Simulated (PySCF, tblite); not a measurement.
**C5H10ClO radical: geometry, infrared bands and EPR parameters**

What infrared bands and EPR parameters should C5H10ClO radical (`CC[C](CO)CCl`) show?

Computed with tblite 0.8.0 and PySCF 2.14.0, with density-fitted response routines of our own, on a single molecule in the gas phase. Atoms count from 0, in the outputs and in this text.

## 1. The molecule as given

17 atoms, charge 0, multiplicity 2; geometry from: force field or distance geometry start.

Bonds of the start (Å): C0–C1 1.50, C1–C2 1.50, C2–C3 1.54, C3–O4 1.41, C2–C5 1.52, C5–Cl6 1.77, C0–H7 1.12, C0–H8 1.11, C0–H9 1.11, C1–H10 1.14, C1–H11 1.10, C3–H12 1.08, C3–H13 1.13, O4–H14 0.96, C5–H15 1.13, C5–H16 1.12.

## 2. Optimising the geometry with GFN2-xTB

What the job is given:

```
{"job": {"kind": "relax", "xc": "GFN2-xTB", "basis": "xTB"}, "charge": 0, "multiplicity": 2}
C      2.006500     0.749000    -0.482800
C      0.829200    -0.144800    -0.714800
C     -0.154600    -0.253200     0.406500
C     -1.245300    -1.220500    -0.085100
O     -2.235100    -1.395700     0.900000
C     -0.881100     1.049800     0.712700
Cl     0.354500     2.224400     1.178700
H      2.865900     0.269800    -1.025300
H      2.348900     0.744200     0.575400
H      1.866700     1.794600    -0.818000
H      1.265300    -1.190900    -0.800200
H      0.306900     0.016600    -1.670500
H     -1.704100    -0.908000    -1.017100
H     -0.695100    -2.193600    -0.217000
H     -1.872600    -1.831700     1.676600
H     -1.615200     0.936100     1.566100
H     -1.447800     1.365900    -0.195000
```

Launch:

```console
> OMP_NUM_THREADS=1 python probes_run.py task.json out
```

This one command runs all jobs of the session in turn.

Standard output:

```text
step      E/eV     max force
  0    -661.34911    3.569
  1    -661.72617    1.785
  2    -661.86380    0.829
  3    -661.94192    0.641
  4    -662.00350    0.687
  5    -662.05860    0.714
  6    -662.11164    0.605
  7    -662.13726    0.283
  8    -662.14855    0.317
  9    -662.15841    0.409
 10    -662.17027    0.388
 11    -662.18316    0.254
 12    -662.19525    0.243
 13    -662.20580    0.218
 14    -662.21606    0.223
 15    -662.22673    0.227
 16    -662.23595    0.241
 17    -662.24344    0.198
 18    -662.24942    0.184
 19    -662.25463    0.153
 20    -662.25940    0.150
 21    -662.26332    0.145
 22    -662.26680    0.143
 23    -662.27070    0.179
 24    -662.27615    0.210
 25    -662.28405    0.228
 26    -662.29402    0.230
 27    -662.30460    0.229
 28    -662.31672    0.251
 29    -662.33402    0.290
 30    -662.35807    0.362
 31    -662.37839    0.675
 32    -662.37954    0.791
 33    -662.42135    0.601
 34    -662.43716    0.315
 35    -662.45624    0.344
 36    -662.46690    0.759
 37    -662.49506    0.280
 38    -662.50652    0.264
 39    -662.52533    0.494
 40    -662.53769    0.381
 41    -662.55071    0.303
 42    -662.57187    0.200
 43    -662.57987    0.200
 44    -662.58948    0.195
 45    -662.59702    0.202
 46    -662.60163    0.163
 47    -662.60576    0.133
 48    -662.60798    0.111
 49    -662.61023    0.101
 50    -662.61235    0.114
 51    -662.61429    0.094
 52    -662.61565    0.091
 53    -662.61703    0.085
 54    -662.61867    0.084
 55    -662.62040    0.097
 56    -662.62178    0.082
 57    -662.62288    0.073
 58    -662.62395    0.079
 59    -662.62512    0.077
 60    -662.62637    0.079
 61    -662.62776    0.100
 62    -662.62952    0.129
 63    -662.63176    0.149
 64    -662.63403    0.122
 65    -662.63595    0.110
 66    -662.63785    0.102
 67    -662.64049    0.139
 68    -662.64408    0.177
 69    -662.64756    0.145
 70    -662.64984    0.100
 71    -662.65116    0.081
 72    -662.65231    0.095
 73    -662.65368    0.111
 74    -662.65500    0.090
 75    -662.65611    0.098
 76    -662.65716    0.080
 77    -662.65803    0.070
 78    -662.65924    0.078
 79    -662.65995    0.060
 80    -662.66037    0.066
 81    -662.66082    0.055
 82    -662.66165    0.086
 83    -662.66269    0.144
 84    -662.66377    0.140
 85    -662.66477    0.122
 86    -662.66562    0.068
 87    -662.66630    0.059
 88    -662.66689    0.085
 89    -662.66741    0.066
 90    -662.66792    0.056
 91    -662.66853    0.042
 92    -662.66912    0.047
 93    -662.66959    0.053
 94    -662.67006    0.068
 95    -662.67069    0.075
 96    -662.67148    0.075
 97    -662.67223    0.084
 98    -662.67280    0.067
 99    -662.67351    0.070
100    -662.67442    0.066
101    -662.67575    0.067
102    -662.67703    0.055
103    -662.67805    0.055
104    -662.67850    0.049
105    -662.67879    0.044
106    -662.67910    0.041
107    -662.67975    0.071
108    -662.68061    0.097
109    -662.68165    0.099
110    -662.68266    0.081
111    -662.68343    0.057
112    -662.68405    0.054
113    -662.68469    0.050
114    -662.68525    0.085
115    -662.68559    0.062
116    -662.68597    0.028
117    -662.68618    0.045
118    -662.68633    0.033
119    -662.68651    0.041
120    -662.68678    0.049
121    -662.68716    0.060
122    -662.68771    0.060
123    -662.68835    0.082
124    -662.68903    0.077
125    -662.68961    0.068
126    -662.69017    0.076
127    -662.69080    0.062
128    -662.69194    0.069
129    -662.69339    0.070
130    -662.69447    0.059
131    -662.69550    0.068
132    -662.69624    0.109
133    -662.69694    0.104
134    -662.69791    0.101
135    -662.69956    0.089
136    -662.70022    0.072
137    -662.70090    0.069
138    -662.70158    0.069
139    -662.70206    0.067
140    -662.70287    0.076
141    -662.70367    0.064
142    -662.70453    0.070
143    -662.70551    0.075
144    -662.70669    0.067
145    -662.70799    0.079
146    -662.70919    0.085
147    -662.71011    0.083
148    -662.71088    0.052
149    -662.71148    0.047
150    -662.71192    0.048
151    -662.71239    0.038
152    -662.71265    0.028
153    -662.71278    0.022
154    -662.71288    0.025
155    -662.71295    0.020
156    -662.71300    0.013
157    -662.71302    0.008
```

It took 1.8 s on 1 thread of Intel Xeon Platinum 8259CL at 2.50GHz, shared host.

Relaxation path: (not every step is listed)

| step | energy from step 0 (eV) | largest force (eV/Å) |
| --- | --- | --- |
| 0 | 0.0000 | 3.5692 |
| 1 | -0.3771 | 1.7846 |
| 2 | -0.5147 | 0.8290 |
| 3 | -0.5928 | 0.6406 |
| 4 | -0.6544 | 0.6873 |
| 5 | -0.7095 | 0.7137 |
| 6 | -0.7625 | 0.6049 |
| 7 | -0.7881 | 0.2825 |
| 8 | -0.7994 | 0.3166 |
| 22 | -0.9177 | 0.1427 |
| 36 | -1.1178 | 0.7589 |
| 50 | -1.2632 | 0.1143 |
| 64 | -1.2849 | 0.1219 |
| 78 | -1.3101 | 0.0778 |
| 92 | -1.3200 | 0.0475 |
| 106 | -1.3300 | 0.0413 |
| 120 | -1.3377 | 0.0490 |
| 134 | -1.3488 | 0.1010 |
| 148 | -1.3618 | 0.0518 |
| 152 | -1.3635 | 0.0282 |
| 153 | -1.3637 | 0.0220 |
| 154 | -1.3638 | 0.0245 |
| 155 | -1.3638 | 0.0195 |
| 156 | -1.3639 | 0.0127 |
| 157 | -1.3639 | 0.0079 |

Distances of close pairs at the start and the end, largest changes first:

| bond | before (Å) | after (Å) | change (Å) |
| --- | --- | --- | --- |
| C5–Cl6 | 1.767 | 1.966 | +0.199 |
| C2–C5 | 1.523 | 1.424 | -0.099 |
| C5–H15 | 1.131 | 1.085 | -0.046 |
| C2–C3 | 1.538 | 1.493 | -0.045 |
| C1–H10 | 1.137 | 1.092 | -0.044 |
| C0–C1 | 1.496 | 1.538 | +0.042 |
| C0–H7 | 1.124 | 1.087 | -0.037 |
| C5–H16 | 1.116 | 1.084 | -0.032 |

The final coordinates are the input of the step that follows.

## 3. Harmonic vibrations with GFN2-xTB

What the job is given:

```
{"job": {"kind": "ir", "xc": "GFN2-xTB", "basis": "xTB"}, "charge": 0, "multiplicity": 2}
C      1.958843     0.301761    -0.383879
C      0.659869     0.080494    -1.177289
C     -0.525316    -0.017758    -0.281360
C     -0.899336    -1.363212     0.248046
O     -1.782530    -1.346138     1.332094
C     -1.153111     1.146061     0.247428
Cl    -0.401814     1.571457     2.013694
H      2.799738     0.395200    -1.066396
H      2.142293    -0.536059     0.283585
H      1.887154     1.206930     0.212003
H      0.754970    -0.837809    -1.761068
H      0.531035     0.918831    -1.865836
H     -1.400273    -1.950793    -0.535150
H      0.023727    -1.914308     0.507095
H     -1.443267    -0.723927     1.990454
H     -2.194952     1.017526     0.523324
H     -0.964027     2.063774    -0.296657
```

Standard output:

```text
mode    cm-1     km/mol
  1      51.9      0.35
  2      82.8      2.47
  3      94.1      4.30
  4     138.0      3.26
  5     198.5      0.30
  6     224.7      4.48
  7     271.6     29.16
  8     332.7     23.99
  9     375.8     21.05
 10     445.9     96.16
 11     501.8     32.41
 12     519.0     19.69
 13     803.7      2.83
 14     831.4     14.57
 15     891.1      4.08
 16     901.3      4.00
 17     991.0     21.18
 18    1043.2     39.02
 19    1057.2      1.62
 20    1064.5      4.43
 21    1103.6     77.91
 22    1118.4     22.55
 23    1144.5      7.02
 24    1220.7      1.85
 25    1250.6      1.18
 26    1287.4     30.93
 27    1308.5     40.92
 28    1337.1     21.07
 29    1352.4      0.99
 30    1399.1      1.33
 31    1427.1      8.25
 32    1443.2      5.70
 33    1477.2      1.40
 34    1490.8      6.84
 35    1497.2      4.62
 36    2784.8     32.57
 37    2881.7     20.82
 38    2966.1     23.85
 39    2974.0     29.65
 40    3014.2      2.95
 41    3037.8     39.47
 42    3045.7     21.43
 43    3047.8      5.79
 44    3058.5     22.49
 45    3475.2     36.35
```

It took 1.1 s on 1 thread of Intel Xeon Platinum 8259CL at 2.50GHz, shared host.

The strongest bands and the atoms that carry them (share of the mass-weighted mode):

| cm⁻¹ | km/mol | atoms |
| --- | --- | --- |
| 446 | 96.2 | H14 66 %, C5 12 % |
| 502 | 32.4 | C2 55 %, H14 12 % |
| 1043 | 39.0 | C1 27 %, C0 17 %, H8 15 %, H10 13 % |
| 1104 | 77.9 | C3 29 %, O4 29 %, H12 21 % |
| 1308 | 40.9 | H10 29 %, C1 20 %, H14 12 %, C2 11 % |
| 2785 | 32.6 | H13 88 % |
| 3038 | 39.5 | H7 92 % |
| 3475 | 36.4 | H14 94 % |

## 4. g tensor and hyperfine couplings: B3LYP/pcH-1

Settings changed since step 3:

```diff
@@ -1,2 +1,2 @@
-{"job": {"kind": "ir", "xc": "GFN2-xTB", "basis": "xTB"}, "charge": 0, "multiplicity": 2}
+{"job": {"kind": "epr", "basis": "pcH-1"}, "charge": 0, "multiplicity": 2}
 C      1.958843     0.301761    -0.383879
```

Method: UKS B3LYP, pcH-1 on C Cl H O, non-relativistic, mean-field spin-orbit, GIAO.

Standard output:

```text
UKS, coarse grid
  cycle   1  E = -731.84627440  |g| = 5.23e-01
  cycle   2  E = -731.73531870  |g| = 7.67e-01
  cycle   3  E = -731.94992072  |g| = 8.84e-02
  cycle   4  E = -731.95273474  |g| = 4.10e-02
  cycle   5  E = -731.95355080  |g| = 9.48e-03
  cycle   6  E = -731.95360302  |g| = 5.34e-03
  cycle   7  E = -731.95361962  |g| = 1.58e-03
  cycle   8  E = -731.95362168  |g| = 9.74e-04
UKS, final grid
  cycle   1  E = -731.95363034  |g| = 1.47e-03
  cycle   2  E = -731.95362865  |g| = 2.37e-03
  cycle   3  E = -731.95363145  |g| = 1.15e-04
  cycle   4  E = -731.95363146  |g| = 4.30e-05
  cycle   5  E = -731.95363146  |g| = 2.42e-05
E = -731.95363146 Eh   <S^2> = 0.7558 (exact 0.7500)
g shifts (ppm)      1          2          3
  rmc          -192       -192       -192
  gc            -14         19         26
  oz_so          57       1457       3718
  total        -148       1284       3552
hyperfine (MHz)  atom isotope    a_iso     a_fc   dipolar eigenvalues
    0   13C      51.64      51.62     -5.09     -4.80      9.89
    1   13C     -23.19     -23.20     -2.13     -0.03      2.15
    2   13C      76.40      76.35    -67.44    -67.15    134.59
    3   13C     -28.22     -28.23     -1.84      0.85      0.99
    4   17O      -2.61      -2.58     -1.88      0.79      1.09
    5   13C      16.12      16.27     -3.77      0.07      3.70
    6  35Cl      61.75      60.23    -39.52    -38.55     78.08
    7    1H       9.58       9.58     -3.12     -1.41      4.53
    8    1H      -3.46      -3.46     -3.89     -1.48      5.37
    9    1H      -3.27      -3.27     -4.62     -0.85      5.48
   10    1H      19.24      19.23     -4.01     -3.63      7.64
   11    1H      31.57      31.57     -4.23     -3.90      8.13
   12    1H     102.92     102.93     -4.95     -2.79      7.73
   13    1H      85.04      85.04     -3.86     -3.46      7.32
   14    1H      -0.36      -0.34     -3.72     -1.82      5.54
   15    1H      34.21      34.25     -7.08     -0.97      8.05
   16    1H       5.52       5.56     -5.91     -2.23      8.13
```

Wall time 2 min (1 thread of Intel Xeon Platinum 8259CL at 2.50GHz, shared host); peak memory 1 GiB.

Principal g values 2.00217, 2.00360, 2.00587; g(iso) = 2.00388, against 2.00232 for a free electron.

Mean a(iso) over the nuclei that a row names, and the largest dipolar term of the row (other rows stand at the frozen geometry):

| nuclei | isotope | a(iso) (MHz) | a(iso) (G, at g = 2.0023) | largest dipolar term (MHz) |
| --- | --- | --- | --- | --- |
| H12, H13 | 1H | 94.0 | 33.5 | 7.7 |
| C2 | 13C | 76.4 | 27.3 | 134.6 |
| Cl6 | 35Cl | 61.7 | 22.0 | 78.1 |
| C0 | 13C | 51.6 | 18.4 | 9.9 |
| C3 | 13C | -28.2 | -10.1 | -1.8 |
| H10, H11 | 1H | 25.4 | 9.1 | 8.1 |
| C1 | 13C | -23.2 | -8.3 | 2.2 |
| H15, H16 | 1H | 19.9 | 7.1 | 8.1 |
| C5 | 13C | 16.1 | 5.8 | -3.8 |
| O4 | 17O | -2.6 | -0.9 | -1.9 |
| H7, H8, H9 | 1H | 0.9 | 0.3 | 5.5 |
| H14 | 1H | -0.4 | -0.1 | 5.5 |

Mulliken spin populations:

C0 0.04; C1 -0.06; C2 0.81; C3 -0.06; O4 0.00; C5 -0.04; Cl6 0.20; H7 0.01; H8 0.00; H9 0.00; H10 0.01; H11 0.01; H12 0.04; H13 0.04; H14 0.00; H15 0.01; H16 0.00

In first order the couplings over 0.8 MHz of 1H, 35Cl give 432 distinct lines over 166.5 G, if the averaged nuclei exchange fast.

Orbitals, density, ELF and potential are computed afterwards from the orbital file.

ELF in a plane through or near 6 of the atoms.

Values, 10 rows by 14 columns:
```
0.00 0.00 0.00 0.00 0.00 0.00 0.00 0.00 0.00 0.00 0.00 0.00 0.00 0.00
0.00 0.00 0.00 0.00 0.00 0.00 0.00 0.01 0.00 0.00 0.00 0.00 0.00 0.00
0.00 0.00 0.00 0.00 0.00 0.00 0.40 0.90 0.25 0.03 0.01 0.00 0.00 0.00
0.00 0.00 0.00 0.00 0.01 0.01 0.17 0.98 0.61 0.98 0.96 0.01 0.00 0.00
0.00 0.00 0.02 0.04 0.11 0.66 0.27 0.74 0.68 0.84 0.23 0.00 0.00 0.00
0.00 0.00 0.18 0.24 0.19 0.46 0.61 0.30 0.68 0.07 0.47 0.19 0.00 0.00
0.00 0.00 0.01 0.02 0.24 0.99 0.66 0.20 0.75 0.52 0.23 0.16 0.00 0.00
0.00 0.00 0.00 0.00 0.12 0.83 0.10 0.12 0.97 0.94 0.01 0.00 0.00 0.00
0.00 0.00 0.00 0.00 0.00 0.00 0.00 0.01 0.16 0.16 0.00 0.00 0.00 0.00
0.00 0.00 0.00 0.00 0.00 0.00 0.00 0.00 0.00 0.00 0.00 0.00 0.00 0.00
```
The map spans 11.2 Å across and 9.3 Å up, centred on the molecule. Atoms in the plane (x, y in Å): C1 (-1.1, -0.2), C2 (0.3, 0.0), C5 (0.9, 1.3), H12 (1.3, -1.8), H15 (1.9, 1.4), H16 (0.3, 2.1).

log10 of the density (e/Å³) in the same plane.

Values, 10 rows by 14 columns:
```
-4.0 -4.0 -4.0 -4.0 -4.0 -4.0 -4.0 -4.0 -4.0 -4.0 -4.0 -4.0 -4.0 -4.0
-4.0 -4.0 -4.0 -4.0 -4.0 -4.0 -3.1 -2.6 -2.7 -3.1 -3.8 -4.0 -4.0 -4.0
-4.0 -4.0 -4.0 -4.0 -3.7 -2.9 -1.8 -0.9 -1.3 -1.8 -2.5 -3.7 -4.0 -4.0
-4.0 -4.0 -3.8 -2.9 -2.3 -1.9 -1.3  0.1  0.1 -0.1 -1.2 -2.8 -4.0 -4.0
-4.0 -3.7 -2.7 -1.9 -1.1 -0.4 -0.6  0.0  0.0 -0.4 -1.4 -2.7 -4.0 -4.0
-4.0 -3.4 -2.4 -1.5 -0.7  1.0  0.3  0.4 -0.2 -1.0 -1.1 -1.9 -3.4 -4.0
-4.0 -3.8 -2.9 -2.1 -1.1  0.0 -0.4 -0.6  0.1 -0.4 -1.0 -1.8 -3.3 -4.0
-4.0 -4.0 -4.0 -3.2 -2.1 -1.5 -1.7 -1.4 -0.3 -0.6 -1.9 -2.9 -4.0 -4.0
-4.0 -4.0 -4.0 -4.0 -3.7 -3.3 -3.1 -2.6 -2.1 -2.2 -3.1 -4.0 -4.0 -4.0
-4.0 -4.0 -4.0 -4.0 -4.0 -4.0 -4.0 -4.0 -3.9 -4.0 -4.0 -4.0 -4.0 -4.0
```
The map spans 11.2 Å across and 9.3 Å up, centred on the molecule. Atoms in the plane (x, y in Å): C1 (-1.1, -0.2), C2 (0.3, 0.0), C5 (0.9, 1.3), H12 (1.3, -1.8), H15 (1.9, 1.4), H16 (0.3, 2.1).

On the surface of density 0.002 e/bohr³ the electrostatic potential runs, from the 1st to the 99th percentile, from -1.52 V near O4 to 1.16 V near H16.

The spin density lies nearest to C2 55 %; Cl6 18 %.

## 5. Outcome

| quantity | value |
| --- | --- |
| strongest single infrared mode (GFN2-xTB) | 446 cm⁻¹, 96 km/mol |
| zero-point energy (GFN2-xTB) | 87.2 kcal/mol |
| g(iso) (B3LYP) | 2.00388 |
| ⟨S²⟩ | 0.756 (exact 0.75) |
| largest a(iso) (averaged by class) | 1H on H12, H13, 94.0 MHz |
| surface potential, 1st and 99th percentile | -1.52 V and 1.16 V |

Relaxing lowered the energy by 1.364 eV in 157 steps; the close pair that moved most is C5–Cl6, from 1.767 to 1.966 Å. No mode is imaginary among the 45: a minimum at this level. The strongest single mode, at 446 cm⁻¹, moves mainly H14. Unscaled tight-binding wavenumbers are off by several per cent, some by more. Its intensities can rank the bands wrongly. C2 carries the largest spin population, 0.81 e. The isotropic g lies 1.6 ppt above the free-electron value.
